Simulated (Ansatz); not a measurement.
# Pd (fcc type): how the settings move a single-point run

Question: which choices in the input matter for Pd (fcc type)?

Program: Ansatz 0.2.0. Level of theory: reference: DFT, LDA, norm-conserving pseudopotentials, Ansatz's default files, scalar-relativistic. These are calculated values, not measurements.

## Step 1: Starting point

The structure is cubic, space group Fm-3m (No. 225). The conventional cell has a = 3.506 Å, b = 3.506 Å, c = 3.506 Å, α = 90.00°, β = 90.00°, γ = 90.00°. Around Pd (site symmetry m-3m) lie 12 Pd at 2.48 Å.

Structure file:

```cif
data_structure
_symmetry_space_group_name_H-M 'P 1'
_symmetry_Int_Tables_number 1
_cell_length_a 2.4788
_cell_length_b 2.4788
_cell_length_c 2.4788
_cell_angle_alpha 60.000
_cell_angle_beta 60.000
_cell_angle_gamma 60.000
_cell_volume 10.77
loop_
_atom_site_label
_atom_site_type_symbol
_atom_site_fract_x
_atom_site_fract_y
_atom_site_fract_z
_atom_site_occupancy
Pd1 Pd 0.00000 0.00000 0.00000 1
```

## Step 2: Reference

input.yaml reads:

```yaml
crystal:
  lattice:
    - [0.0, 1.7527702153, 1.7527702153]
    - [1.7527702153, 0.0, 1.7527702153]
    - [1.7527702153, 1.7527702153, 0.0]
  atoms:
    - { symbol: Pd, position: [0.0, 0.0, 0.0] }
kpoints:
  mp_grid: { grid: [17, 17, 17] }
scf:
  occupations: { method: fermi_dirac, width: 0.1 }
hamiltonian:
  xc: lda
  pseudopotentials: { kind: nc }
output:
  forces: true
  stress: true
  eigenvalues: true
```

Command:

```bash
> ansatz run input.yaml --threads 1 --pin off --max-ram 2048MiB --backend cpu --events-out ev --progress --plain --runs-dir out
```

## Step 3: Variant: mp_grid.grid [26, 26, 26], pseudopotentials.kind paw_fr, noncollinear true, spin_orbit true

input.yaml: that of step 2 with these lines changed.

```diff
@@ -8,3 +8,3 @@
 kpoints:
-  mp_grid: { grid: [17, 17, 17] }
+  mp_grid: { grid: [26, 26, 26] }
 scf:
@@ -13,3 +13,3 @@
   xc: lda
-  pseudopotentials: { kind: nc }
+  pseudopotentials: { kind: paw_fr }
 output:
@@ -18 +18,5 @@
   eigenvalues: true
+  populations: true
+magnetization:
+  noncollinear: true
+  spin_orbit: true
```

Q: Predict the outcome of this session. Wanted: for each run, ending; energy change; pressure; gap; force.

As calculated:

| run | ending | energy change | pressure (GPa) | gap (eV) | force (eV/Å) | cycles | time |
| --- | --- | --- | --- | --- | --- | --- | --- |
| reference | converged | - | 128.9 | 0.00 | 0.00 | 7 | 1.9 s |
| 1: mp_grid.grid [26, 26, 26], pseudopotentials.kind paw_fr, noncollinear true, spin_orbit true | converged | not comparable | 127.5 | 0.00 | 0.00 | 6 | 10 s |

Residual by cycle in the longest SCF loop of each run; runs are numbered as in the table. The quantity is the density residual dr2, in eV.

| cycle | reference | run 1 |
| --- | --- | --- |
| 1 | 2.02 | 2.35 |
| 2 | 0.123 | 0.261 |
| 3 | 0.014 | 0.0228 |
| 4 | 3.1e-4 | 3.2e-5 |
| 5 | 6.5e-6 | 2.7e-6 |
| 6 | 6.1e-8 | 5.6e-8 |
| 7 | 3.4e-10 | - |

**Reading.** A change of potentials and spin-orbit coupling puts the total energy on another scale; the pressure goes from 128.9 to 127.5 GPa. The k-point mesh changed too. Cost: 6 SCF cycles against 7, 10 s against 1.9 s. The structure is not at rest: the sound run finds 129 GPa, so these are no properties of the relaxed crystal. 
